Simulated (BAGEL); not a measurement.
**C2H5NSi (SMILES C[SiH2]C#N): a chain of runs**

Aim: the energy (HF/6-31G*), then a single-point energy (NEVPT2(2,2)/6-31G*), then the energy (CASPT2(2,2)/6-31G*) of C2H5NSi. 

The calculation is run with BAGEL 1.2.2.

2 further runs of the same task are left out: 2 set aside as unsound or not needed.

### Step 1. The structure to begin with

C2H5NSi: 9 atoms, total charge 0, spin state singlet. As SMILES, `C[SiH2]C#N`. The shape is that of a PBE0-D4/def2-TZVP optimisation.

Bond lengths: C1–Si2 1.859 Å, Si2–C3 1.855 Å, C3–N4 1.152 Å, C1–H5 1.092 Å, C1–H6 1.092 Å, C1–H7 1.092 Å, Si2–H8 1.482 Å, Si2–H9 1.482 Å. Some angles: C1–Si2–C3 108.8°, Si2–C3–N4 178.8°, C1–Si2–H8 112.7°, C1–Si2–H9 112.7°, C3–Si2–H8 106.1°, C3–Si2–H9 106.1°, Si2–C1–H5 110.7°, Si2–C1–H6 110.7°, Si2–C1–H7 110.1°, H8–Si2–H9 110.0°.

### Step 2. The energy at HF/6-31G(d) (density fitting with svp-jkfit, spherical functions) (run 1)

Input file hf.json:

```json
{ "bagel": [

{
  "title": "molecule",
  "basis": "6-31gs.json",
  "df_basis": "svp-jkfit",
  "angstrom": "false",
  "geometry": [
    { "atom": "C", "xyz": [ -1.26987139,  1.75945219, -0.94009150 ] },
    { "atom": "Si", "xyz": [ -0.27741180, -1.04804211,  0.92275327 ] },
    { "atom": "C", "xyz": [  3.09593831, -1.71983975,  0.24528645 ] },
    { "atom": "N", "xyz": [  5.19164458, -2.10213134, -0.20333453 ] },
    { "atom": "H", "xyz": [ -1.04707268,  1.40985285, -2.96077565 ] },
    { "atom": "H", "xyz": [ -0.13754750,  3.40786028, -0.43421182 ] },
    { "atom": "H", "xyz": [ -3.25389485,  2.19276639, -0.56857135 ] },
    { "atom": "H", "xyz": [ -1.68809235, -3.36257867,  0.22109796 ] },
    { "atom": "H", "xyz": [ -0.44673126, -0.62512140,  3.68553286 ] }
  ]
},
{ "title": "hf" },
{ "title": "print", "file": "orbitals.molden", "orbitals": "true" }

]}
```

The basis set 6-31G* is read from a file made from the Basis Set Exchange's data (not shown).

Command:

```sh
$ BAGEL_NUM_THREADS=1 BAGEL hf.json > hf.out
```

Log:

```text
* using 1 threads per process

  ===============================================================
  ===============================================================

  *** Geometry ***

  { "atom" : "C", "xyz" : [     -1.269871,      1.759452,     -0.940091 ] },
  { "atom" : "Si", "xyz" : [     -0.277412,     -1.048042,      0.922753 ] },
  { "atom" : "C", "xyz" : [      3.095938,     -1.719840,      0.245286 ] },
[... 5 lines of this table left out ...]
  { "atom" : "H", "xyz" : [     -0.446731,     -0.625121,      3.685533 ] },

  Number of auxiliary basis functions:      445

  Since a DF basis is specified, we compute 2- and 3-index integrals:
    o Being stored without compression. Storage requirement is 0.017 GB

  Number of basis functions:       70
  Number of electrons      :       38

    * METHOD: MOLECULE                             0.20

  *** RHF ***

  === Nuclear Repulsion ===
   138.0900202610

      * DIIS with orbital gradients will be used.

  === RHF iteration (6-31gs.json) ===
      0       -421.80263340          0.02366619           0.05
      1       -421.89882257          0.02027639           0.04
      2       -422.01847777          0.00250360           0.05
[... 10 lines of this table left out ...]
     13       -422.02168666          0.00000001           0.04
    * SCF iteration converged.

    * Permanent dipole moment:
           (    1.484231,    -0.539497,    -0.105183) a.u.

    * METHOD: HF                                   0.76

    * METHOD: PRINT                                0.01

  ===============================================================
```

Wall time 1.1 s (1 thread of Arm Neoverse V1, shared host); peak memory 0.15 GiB.

### Step 3. The energy at NEVPT2(2,2)/6-31G(d) (density fitting with svp-jkfit, spherical functions) (run 2)

Input file nevpt2.json:

```json
{ "bagel": [

{
  "title": "molecule",
  "basis": "6-31gs.json",
  "df_basis": "svp-jkfit",
  "angstrom": "false",
  "geometry": [
    { "atom": "C", "xyz": [    -1.26987139,     1.75945219,    -0.94009150 ] },
    { "atom": "Si", "xyz": [    -0.27741180,    -1.04804211,     0.92275327 ] },
    { "atom": "C", "xyz": [     3.09593831,    -1.71983975,     0.24528645 ] },
    { "atom": "N", "xyz": [     5.19164458,    -2.10213134,    -0.20333453 ] },
    { "atom": "H", "xyz": [    -1.04707268,     1.40985285,    -2.96077565 ] },
    { "atom": "H", "xyz": [    -0.13754750,     3.40786028,    -0.43421182 ] },
    { "atom": "H", "xyz": [    -3.25389485,     2.19276639,    -0.56857135 ] },
    { "atom": "H", "xyz": [    -1.68809235,    -3.36257867,     0.22109796 ] },
    { "atom": "H", "xyz": [    -0.44673126,    -0.62512140,     3.68553286 ] }
  ]
},

{ "title": "hf" },

{ "title": "nevpt2", "nstate": 1, "nact": 2, "nclosed": 18, "active": [10, 20], "maxiter": 200, "natocc": "true", "ncore": 8 },

{ "title": "print", "file": "orbitals.molden", "orbitals": "true" }

]}
```

The basis set 6-31G* is read from a file made from the Basis Set Exchange's data (not shown).

Command:

```sh
$ BAGEL_NUM_THREADS=1 BAGEL nevpt2.json > nevpt2.out
```

Log:

```text
* using 1 threads per process

  ===============================================================
  ===============================================================

  *** Geometry ***

  { "atom" : "C", "xyz" : [     -1.269871,      1.759452,     -0.940091 ] },
  { "atom" : "Si", "xyz" : [     -0.277412,     -1.048042,      0.922753 ] },
  { "atom" : "C", "xyz" : [      3.095938,     -1.719840,      0.245286 ] },
[... 5 lines of this table left out ...]
  { "atom" : "H", "xyz" : [     -0.446731,     -0.625121,      3.685533 ] },

[... 23 lines left out ...]
    * SCF iteration converged.
[... 1 line left out ...]
    * Permanent dipole moment:
[... 28 lines left out ...]
    * Second-order optimization converged. *
[... 9 lines left out ...]
     * ci vector, state   0, <S^2> = 0.0000
       2.     0.9961345991
       .2    -0.0878399705

  === DF-NEVPT2 calculation ===

    * 3-index integral transformation done
    * assembly done

      NEVPT2 correlation energy:   -0.4667862474      0.11

          (+0)     -0.4035449356
          (+0)'    -0.0211587069
          (+1)     -0.0060634360
          (+1)'    -0.0000000000
          (+2)     -0.0002128133
          (-1)     -0.0291078741
          (-1)'     0.0000000000
          (-2)     -0.0066984816

      NEVPT2 total energy:       -422.5007729211

    * METHOD: NEVPT2                               2.99

    * METHOD: PRINT                                0.01

  ===============================================================
```

Run time: 4.2 s. Hardware: 1 thread of Arm Neoverse V1, shared host; peak memory 0.15 GiB.

### Step 4. The energy at CASPT2(2,2)/6-31G(d) (density fitting with svp-jkfit, spherical functions) (run 3)

Input file input.json:

```json
{ "bagel" : [

{
  "title" : "molecule",
  "basis" : "6-31gs.json",
  "df_basis" : "svp-jkfit",
  "angstrom" : false,
  "geometry" : [
    { "atom" : "C", "xyz" : [ -1.26987139,  1.75945219, -0.94009150 ] },
    { "atom" : "Si", "xyz" : [ -0.27741180, -1.04804211,  0.92275327 ] },
    { "atom" : "C", "xyz" : [  3.09593831, -1.71983975,  0.24528645 ] },
    { "atom" : "N", "xyz" : [  5.19164458, -2.10213134, -0.20333453 ] },
    { "atom" : "H", "xyz" : [ -1.04707268,  1.40985285, -2.96077565 ] },
    { "atom" : "H", "xyz" : [ -0.13754750,  3.40786028, -0.43421182 ] },
    { "atom" : "H", "xyz" : [ -3.25389485,  2.19276639, -0.56857135 ] },
    { "atom" : "H", "xyz" : [ -1.68809235, -3.36257867,  0.22109796 ] },
    { "atom" : "H", "xyz" : [ -0.44673126, -0.62512140,  3.68553286 ] }
  ]
},
{ "title" : "hf", "charge" : 0 },
{ "title" : "casscf", "nstate" : 1, "nact" : 2, "nclosed" : 18, "charge" : 0, "active" : [10, 20], "maxiter" : 200, "natocc" : true },
{ "title" : "print", "file" : "orbitals.molden", "orbitals" : true },
{ "title" : "smith", "method" : "caspt2", "ms" : true, "xms" : true, "sssr" : true, "shift" : 0.2, "shift_imag" : true, "ncore" : 8 }

]}
```

The basis set 6-31G* is read from a file made from the Basis Set Exchange's data (not shown).

Command:

```sh
$ BAGEL_NUM_THREADS=1 BAGEL input.json > input.out
```

Log:

```text
* using 1 threads per process

  ===============================================================
  ===============================================================

  *** Geometry ***

  { "atom" : "C", "xyz" : [     -1.269871,      1.759452,     -0.940091 ] },
  { "atom" : "Si", "xyz" : [     -0.277412,     -1.048042,      0.922753 ] },
  { "atom" : "C", "xyz" : [      3.095938,     -1.719840,      0.245286 ] },
[... 5 lines of this table left out ...]
  { "atom" : "H", "xyz" : [     -0.446731,     -0.625121,      3.685533 ] },

[... 25 lines left out ...]
    * Permanent dipole moment:
[... 37 lines left out ...]
     * ci vector, state   0, <S^2> = 0.0000
[... 21 lines left out ...]
       #      aibj      arbs      arbi      airj      risj      airs      arst      rist         Etot      error   time
[... 10 lines left out ...]
      ------------------------------------------------------------------------------------------------------------------

    * CASPT2 energy : state  0     -422.5051965043
        w/o shift correction       -422.5020408374
        reference weight              0.8491081057

    * METHOD: SMITH                                0.42

  ===============================================================
```

It took 4.5 s on 1 thread of Arm Neoverse V1, shared host; peak memory 0.15 GiB.

### Step 5. Summary of results

| quantity | value |
| --- | --- |
| run 1, HF/6-31G*: total energy | -422.02169 Eh |
| run 1, HF/6-31G*: dipole moment | 4.02 D |
| run 1, HF/6-31G*: HOMO energy | -12.48 eV |
| run 1, HF/6-31G*: LUMO energy | 3.35 eV |
| run 1, HF/6-31G*: HOMO–LUMO gap | 15.83 eV |
| run 2, NEVPT2(2,2)/6-31G*: total energy | -422.50077 Eh |
| run 3, CASPT2(2,2)/6-31G*: total energy | -422.50520 Eh |
